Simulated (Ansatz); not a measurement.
## Se, space group Pm-3m: a cleavage or sliding curve, step by step

Computed with the Ansatz DFT code, driven from Python.

At the Python prompt:
```pycon
>>> import ansatz as az
>>> import numpy as np
>>> SETTINGS = {
...     'functional': 'r2SCAN',
...     'cutoff': 600,
...     'filling': 'fermi_dirac',
...     'width_ev': 0.1,
...     'kgrid': (6, 6, 3),
... }
>>> vectors0 = np.array([
...     [2.810563, 0.0, 0.0],
...     [0.0, 2.810563, 0.0],
...     [0.0, 0.0, 2.810563],
... ])
>>> sites = [
...     ('Se', (0.0, 0.0, 0.0)),
... ]
>>> def build(cell):
...     crystal = az.Crystal(lattice=az.Lattice.of(cell))
...     for symbol, position in sites:
...         crystal = crystal.atom(symbol, position)
...     return crystal
...
>>> block = build(vectors0).supercell(1, 1, 2).resolved()
>>> cell0 = np.array(block.lattice.vectors)
>>> xyz = np.array([site.position for site in block.sites]) @ cell0
>>> normal = np.cross(cell0[0], cell0[1])
>>> area = np.linalg.norm(normal)
>>> normal *= np.sign(normal @ cell0[2]) / area
>>> # the atoms stay where they are; only the third vector changes
>>> energies = []
>>> for amount in [0, 0.25, 0.5, 0.75]:
...     cell = cell0.copy()
...     cell[2] += amount * cell0[0]
...     moved = az.Crystal(lattice=az.Lattice.of(cell))
...     for site, fraction in zip(block.sites, xyz @ np.linalg.inv(cell)):
...         moved = moved.atom(site.symbol, fraction)
...     model = moved.calculation()
...     model = model.functional(SETTINGS['functional'])
...     model = model.basis(SETTINGS['cutoff'])
...     model = model.occupations(SETTINGS['filling'], width=SETTINGS['width_ev'])
...     model = model.kpoints(*SETTINGS['kgrid'])
...     energies.append(model.run(threads=1).report['free_energy_ev'])
...     print(f'shift {amount:5.3f} of the vector: {(energies[-1] - energies[0]) / area * 16.02177:8.4f} J/m^2')
...
shift 0.000 of the vector:   0.0000 J/m^2
shift 0.250 of the vector:   0.0810 J/m^2
DeckWarning: crystal.symmetry: narrowed to the stabiliser of the k-point mesh — unitary ops 8 → 4; excluded 4 operations that carry a point of the 6×6×3 mesh (shift [0, 0, 0]) off the mesh (the run [...]
shift 0.500 of the vector:   0.1417 J/m^2
shift 0.750 of the vector:  -0.0593 J/m^2
```

Notes:
- For a metal this k-point mesh is coarse: on a finer one energies can move by several to tens of meV an atom and pressures by half a GPa or more, differences at one mesh by less.
- This isn't the structure that Se takes at ambient conditions.
- Warnings are shown shortened and without file and line.
- The atoms are held rigidly, so these energies lie above those of relaxed faces or faults.
- Timing: 16 s on 1 thread of Arm Neoverse V2 (shared host), peak memory 0.48 GiB.

(Lines on the test bed's own set-up are left out of the output.)
